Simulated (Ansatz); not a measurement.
# C₂H₈GaN: taking an electron away

One table from this session's results is given with a row withheld; the runs are named, their logs left out.

Method: unrestricted cation, the program's frozen cores in correlated methods; program: Ansatz 0.2.0, Gaussian basis.

Levels to be run: UKS PBE-D4/def2-TZVPP; UKS r2SCAN-D4/def2-TZVPP; UKS PBE0-D4/def2-TZVPP; UKS B3LYP-D4/def2-TZVPP; UKS wB97X-V/def2-TZVPP; UKS wB97M-V/def2-TZVPP; UKS B2PLYP/def2-TZVPP; UHF-CCSD(T)/def2-TZVPP; UHF-MP2/def2-QZVPP; extrapolation to the limit; then −ε(HOMO) from the neutral's earlier runs with LDA (SPW92), PBE-D4, revPBE-D4, BLYP-D4, r2SCAN-D4, B97M-V, PBE0-D4, B3LYP-D4, r2SCANh-D4, r2SCAN0-D4, HSE06-D4, BHLYP-D4, CAM-B3LYP-D4, LC-ωPBE, ωB97X-V, ωB97M-V.

**Structure used throughout**

An earlier PBE0-D4 in a triple-zeta def2 set relaxation fixed the geometry.

SMILES `C[CH](N)[GaH2]`, 12 atoms, charge 0, spin multiplicity 1.

Atoms are counted from 1 here; the program's logs count them from 0.

Bond lengths: C1–C2 1.509 Å, C1–H5 1.092 Å, C1–H6 1.096 Å, C1–H7 1.095 Å, C2–N3 1.477 Å, C2–Ga4 1.975 Å, C2–H8 1.091 Å, N3–H9 1.011 Å, N3–H10 1.013 Å, Ga4–H11 1.574 Å, Ga4–H12 1.576 Å. Angles: C2–C1–H5 110.6°, C2–C1–H6 111.1°, C2–C1–H7 111.5°, H5–C1–H6 108.5°, H5–C1–H7 107.2°, H6–C1–H7 107.7°, C1–C2–N3 110.1°, C1–C2–Ga4 119.5°, C1–C2–H8 110.5°, N3–C2–Ga4 93.8°, N3–C2–H8 107.1°, Ga4–C2–H8 114.0°, C2–N3–H9 115.6°, C2–N3–H10 114.7°, H9–N3–H10 111.2°, C2–Ga4–H11 119.5°, C2–Ga4–H12 116.5°, H11–Ga4–H12 120.9°.

Set-up of the first run:

Contents of in.yaml:

```yaml
crystal:
  periodic: [false, false, false]
  atoms:
    - {symbol: C, position_ang: [-1.106951, 0.972234, 0.457480]}
    - {symbol: C, position_ang: [0.057864, 0.438175, -0.338997]}
    - {symbol: N, position_ang: [1.233648, 0.264825, 0.537102]}
    - {symbol: Ga, position_ang: [0.053674, -1.447439, -0.925269]}
    - {symbol: H, position_ang: [-1.966365, 1.151714, -0.192210]}
    - {symbol: H, position_ang: [-0.845785, 1.911663, 0.957491]}
    - {symbol: H, position_ang: [-1.425209, 0.261949, 1.227448]}
    - {symbol: H, position_ang: [0.341793, 1.144971, -1.119677]}
    - {symbol: H, position_ang: [2.104322, 0.064229, 0.064401]}
    - {symbol: H, position_ang: [1.089957, -0.361357, 1.319680]}
    - {symbol: H, position_ang: [1.043726, -1.909220, -2.058073]}
    - {symbol: H, position_ang: [-0.580664, -2.491754, 0.070615]}
basis:
  gaussian: {orbitals: def2-TZVPP}
total_charge: 1
magnetization: {spin_polarized: true, initial_magnetization: 1}
hamiltonian: {xc: pbe, dispersion: d4}
```

Launch:

```
$ ansatz run in.yaml --threads 2 --pin off --events-out ev --progress --plain --max-ram 32768MiB --backend cpu
```

Steps of the session up to this table: Cation, UKS PBE-D4/def2-TZVPP; Cation, UKS r2SCAN-D4/def2-TZVPP; Cation, UKS PBE0-D4/def2-TZVPP; Cation, UKS B3LYP-D4/def2-TZVPP; Cation, UKS wB97X-V/def2-TZVPP; Cation, UKS wB97M-V/def2-TZVPP; Cation, UKS B2PLYP (frozen core)/def2-TZVPP; Cation, UHF-CCSD(T)/def2-TZVPP; Cation, UHF-MP2/def2-QZVPP.

One table of the session follows, with a row left open; its other results are not shown here.

Orbital estimates, from the neutral's runs:

| functional | −ε(HOMO) (eV) |
| --- | --- |
| LDA (SPW92) | 5.19 |
| PBE-D4 | 5.03 |
| revPBE-D4 | 4.96 |
| BLYP-D4 | 4.93 |
| r2SCAN-D4 | 5.21 |
| B97M-V | 5.30 |
| PBE0-D4 | 6.12 |
| B3LYP-D4 | 5.96 |
| r2SCANh-D4 | 5.62 |
| r2SCAN0-D4 | 6.26 |
| HSE06-D4 | ? |
| BHLYP-D4 | 7.19 |
| CAM-B3LYP-D4 | 7.44 |
| LC-ωPBE | 8.71 |
| ωB97X-V | 8.39 |
| ωB97M-V | 8.30 |

Estimate the missing values for HSE06-D4.

The run gave: −ε(HOMO) (eV): 5.73. In the column «−ε(HOMO) (eV)» it lies between r2SCANh-D4 (5.62) and B3LYP-D4 (5.96).

Caveats from the session: The cation may have settled in a state other than its lowest; no search over hole states beyond the program's own was made.
